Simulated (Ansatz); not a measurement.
# CH4N2Se: a ladder of functionals and wavefunction methods

One table from this session's results is given with a row withheld; the runs are named, their logs left out.

The runs use Ansatz 0.2.0, Gaussian basis; functionals in def2-TZVPP, the program's frozen cores in correlated methods.

Plan: LDA (SPW92), PBE-D4, revPBE-D4, BLYP-D4, r2SCAN-D4, B97M-V, PBE0-D4, B3LYP-D4, r2SCANh-D4, r2SCAN0-D4, HSE06-D4, BHLYP-D4, CAM-B3LYP-D4, LC-ωPBE, ωB97X-V, ωB97M-V, B2PLYP, PBE-QIDH; CCSD(T)/def2-SVP; CCSD(T)/def2-TZVPP; MP2/def2-QZVPP; extrapolation to the limit; RPA on PBE.

## Structure used throughout

An earlier PBE0-D4 in a triple-zeta def2 set relaxation fixed the geometry.

8 atoms, charge 0, spin multiplicity 1.

Atoms are counted from 1 here; the program's logs count them from 0.

Bond lengths: N1–C2 1.261 Å, N1–H5 1.012 Å, C2–N3 1.365 Å, C2–Se4 1.951 Å, N3–H6 1.009 Å, N3–H7 1.005 Å, Se4–H8 1.466 Å. Angles: C2–N1–H5 113.4°, N1–C2–N3 122.4°, N1–C2–Se4 127.3°, N3–C2–Se4 110.2°, C2–N3–H6 114.3°, C2–N3–H7 117.8°, H6–N3–H7 116.0°, C2–Se4–H8 93.2°.

The first run:

Input file in.yaml:

```yaml
crystal:
  periodic: [false, false, false]
  atoms:
    - {symbol: N, position_ang: [-0.529335, 1.082017, -0.692330]}
    - {symbol: C, position_ang: [-0.104561, 0.134444, 0.022700]}
    - {symbol: N, position_ang: [0.516050, 0.343897, 1.220334]}
    - {symbol: Se, position_ang: [-0.316246, -1.778328, -0.299451]}
    - {symbol: H, position_ang: [-1.085171, 0.773144, -1.479454]}
    - {symbol: H, position_ang: [0.701455, 1.313594, 1.428415]}
    - {symbol: H, position_ang: [1.225910, -0.310435, 1.500690]}
    - {symbol: H, position_ang: [-0.316102, -1.615333, -1.756702]}
basis:
  gaussian: {orbitals: def2-TZVPP}
hamiltonian: {xc: lda}
output: {orbitals: {seedname: orbitals}}
```

On the command line:

```console
$ ansatz run in.yaml --threads 2 --pin off --events-out ev --progress --plain --max-ram 4352MiB
```

Among the steps run: LDA; PBE-D4 (GGA); revPBE-D4 (GGA); BLYP-D4 (GGA); r2SCAN-D4 (meta-GGA); B97M-V (meta-GGA); PBE0-D4 (hybrid); B3LYP-D4 (hybrid); r2SCANh-D4 (hybrid); r2SCAN0-D4 (hybrid); HSE06-D4 (hybrid); BHLYP-D4 (hybrid); CAM-B3LYP-D4 (range-separated); LC-ωPBE (range-separated); ωB97X-V (range-separated); ωB97M-V (range-separated); B2PLYP (double hybrid); PBE-QIDH (double hybrid).

One of the session's tables, all rows but one given; the rest of the session is left out.

It belongs to the step «Frontier levels by functional». 

| functional | HOMO (eV) | gap (eV) |
| --- | --- | --- |
| LDA (SPW92) | -5.96 | 4.45 |
| PBE-D4 | -5.79 | 4.49 |
| revPBE-D4 | -5.73 | 4.52 |
| BLYP-D4 | -5.64 | 4.41 |
| r2SCAN-D4 | -6.07 | 5.00 |
| B97M-V | -6.12 | 5.03 |
| PBE0-D4 | -7.00 | 6.57 |
| B3LYP-D4 | -6.77 | 6.07 |
| r2SCANh-D4 | -6.51 | 5.76 |
| r2SCAN0-D4 | -7.18 | 6.90 |
| HSE06-D4 | -6.60 | 5.79 |
| BHLYP-D4 | ? | ? |
| CAM-B3LYP-D4 | -8.33 | 8.91 |
| LC-ωPBE | -9.70 | 11.50 |
| ωB97X-V | -9.33 | 10.99 |
| ωB97M-V | -9.20 | 10.67 |

Estimate the missing values for BHLYP-D4.

Worked estimate for «HOMO (eV)». Against the share of exact exchange, BLYP-D4 (0, -5.64), B3LYP-D4 (0.2, -6.77) give a slope of -5.65 per unit share; at 0.5 the line stands at -8.46.

**Answer.** HOMO (eV): -8.07; gap (eV): 8.51. In «HOMO (eV)» the line misses by -0.39.
